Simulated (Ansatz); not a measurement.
**C₃H₄Si: a ladder of functionals and wavefunction methods**

The task here is to estimate one member of a computed series from the others.

The runs use Ansatz 0.2.0, Gaussian basis; functionals in def2-TZVPP, the program's frozen cores in correlated methods.

Plan: LDA (SPW92), PBE-D4, revPBE-D4, BLYP-D4, r2SCAN-D4, B97M-V, PBE0-D4, B3LYP-D4, r2SCANh-D4, r2SCAN0-D4, HSE06-D4, BHLYP-D4, CAM-B3LYP-D4, LC-ωPBE, ωB97X-V, ωB97M-V, B2PLYP, PBE-QIDH; CCSD(T)/def2-SVP; CCSD(T)/def2-TZVPP; MP2/def2-QZVPP; extrapolation to the limit; RPA on PBE.

## Structure used throughout

All runs share one geometry, relaxed beforehand with PBE0-D4 in a triple-zeta def2 set.

8 atoms, charge 0, spin multiplicity 1.

Atoms are counted from 1 here; the program's logs count them from 0.

Bond lengths: C1–C2 1.324 Å, C1–Si3 1.898 Å, C1–C4 1.324 Å, C2–Si3 1.911 Å, C2–H5 1.081 Å, Si3–C4 1.911 Å, Si3–H6 1.476 Å, Si3–H7 1.476 Å, C4–H8 1.081 Å. Angles: C2–C1–Si3 70.2°, C2–C1–C4 140.4°, Si3–C1–C4 70.2°, C1–C2–Si3 69.1°, C1–C2–H5 128.0°, Si3–C2–H5 131.7°, C1–Si3–C2 40.7°, C1–Si3–C4 40.7°, C1–Si3–H6 121.7°, C1–Si3–H7 121.7°, C2–Si3–C4 81.4°, C2–Si3–H6 115.3°, C2–Si3–H7 111.7°, C4–Si3–H6 111.7°, C4–Si3–H7 115.3°, H6–Si3–H7 116.6°, C1–C4–Si3 69.1°, C1–C4–H8 128.0° and more.

Geometry (Å):

```xyz
8
C3H4Si
C    -0.4126    0.4821    0.8383
C    -0.3838    1.3122   -0.1927
Si    0.3432   -0.3900   -0.6685
C    -0.0841   -0.7602    1.1568
H     0.0327    2.3087   -0.2328
H    -0.4803   -1.1911   -1.5944
H     1.7841   -0.3008   -0.9735
H    -0.7070   -1.5178    1.6109
```

The first run:

The input, in.yaml:

```yaml
crystal:
  periodic: [false, false, false]
  atoms:
    - {symbol: C, position_ang: [-0.412635, 0.482079, 0.838278]}
    - {symbol: C, position_ang: [-0.383791, 1.312167, -0.192730]}
    - {symbol: Si, position_ang: [0.343222, -0.389977, -0.668453]}
    - {symbol: C, position_ang: [-0.084115, -0.760250, 1.156839]}
    - {symbol: H, position_ang: [0.032698, 2.308682, -0.232825]}
    - {symbol: H, position_ang: [-0.480303, -1.191066, -1.594362]}
    - {symbol: H, position_ang: [1.784139, -0.300813, -0.973502]}
    - {symbol: H, position_ang: [-0.707017, -1.517821, 1.610855]}
basis:
  gaussian: {orbitals: def2-TZVPP}
hamiltonian: {xc: lda}
output: {orbitals: {seedname: orbitals}}
```

Command:

```sh
> ansatz run in.yaml --threads 2 --pin off --events-out ev --progress --plain --max-ram 4352MiB
```

Steps of the session up to this table: LDA; PBE-D4 (GGA); revPBE-D4 (GGA); BLYP-D4 (GGA); r2SCAN-D4 (meta-GGA); B97M-V (meta-GGA); B3LYP-D4 (hybrid); r2SCANh-D4 (hybrid); r2SCAN0-D4 (hybrid); HSE06-D4 (hybrid); BHLYP-D4 (hybrid); CAM-B3LYP-D4 (range-separated); LC-ωPBE (range-separated); ωB97X-V (range-separated); ωB97M-V (range-separated); B2PLYP (double hybrid); PBE-QIDH (double hybrid).

One table of the session follows, with a row left open; its other results are not shown here.

It belongs to the step «Orbital energies across the functionals». 

```
  functional  HOMO (eV)  gap (eV)
 LDA (SPW92)      -5.25      2.73
      PBE-D4          ?         ?
   revPBE-D4      -5.07      2.81
     BLYP-D4      -4.96      2.76
   r2SCAN-D4      -5.31      3.16
      B97M-V      -5.39      3.25
     PBE0-D4      -6.17      4.78
    B3LYP-D4      -5.96      4.36
  r2SCANh-D4      -5.71      3.90
  r2SCAN0-D4      -6.31      5.02
    HSE06-D4      -5.78      4.01
    BHLYP-D4      -7.09      6.77
CAM-B3LYP-D4      -7.40      7.15
     LC-ωPBE      -8.69      9.57
     ωB97X-V      -8.36      9.17
     ωB97M-V      -8.26      8.96
```

**Question.** Estimate the row for PBE-D4.

The run gave: HOMO (eV): -5.12; gap (eV): 2.78. In the column «HOMO (eV)» it lies between LDA (SPW92) (-5.25) and revPBE-D4 (-5.07).
